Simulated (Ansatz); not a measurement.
# Sm: the cost of one run

Computed with Ansatz 0.2.0 (DFT PBEsol, scalar-relativistic, plane waves, PAW, unless a step's input says otherwise).

### Step 1. The starting structure

The structure is trigonal, space group R-3m (No. 166). Conventional cell: a = 3.620 Å, b = 3.620 Å, c = 26.249 Å, α = 90.00°, β = 90.00°, γ = 120.00°. Around Sm (site symmetry -3m) lie 12 Sm at 3.59 to 3.62 Å. Sm (site symmetry 3m) has 12 Sm at 3.59 to 3.62 Å as nearest neighbours.

Coordinates:

```xyz
3
Lattice="1.8102 1.0451 8.7498 -1.8102 1.0451 8.7498 0.0000 -2.0902 8.7498" Properties=species:S:1:pos:R:3 pbc="T T T"
Sm    0.0000    0.0000    0.0000
Sm    0.0000    0.0000    5.8331
Sm    0.0000    0.0000   20.4163
```

Starting moments: Sm 5.00 μB.

### Step 2. Full relaxation

Input file input.yaml:

```yaml
crystal:
  lattice:
    - [1.81018, 1.0451079103, 8.7498]
    - [-1.81018, 1.0451079103, 8.7498]
    - [0.0, -2.0902158206, 8.7498]
  atoms:
    - { symbol: Sm, position: [0.0, 0.0, 0.0], spin: 5.0 }
    - { symbol: Sm, position: [0.22222, 0.22222, 0.22222], spin: 5.0 }
    - { symbol: Sm, position: [0.77778, 0.77778, 0.77778], spin: 5.0 }
basis:
  ecutwfc: 420
  ecutrho_ratio: 4
kpoints:
  mp_grid: { grid: [14, 14, 14] }
hamiltonian:
  xc: pbesol
scf:
  occupations: { method: gaussian, width: 0.05 }
output:
  forces: true
  stress: true
  eigenvalues: true
  populations: true
magnetization:
  spin_polarized: true
relax:
  f_tol: 0.01
  max_steps: 60
  cell: { stress_tol: 0.15 }
```

Q: Estimate wall time and peak memory on 4 threads of an x86-64 CPU, shared host.

About 8.5 min, with a peak of 1.9 GiB.
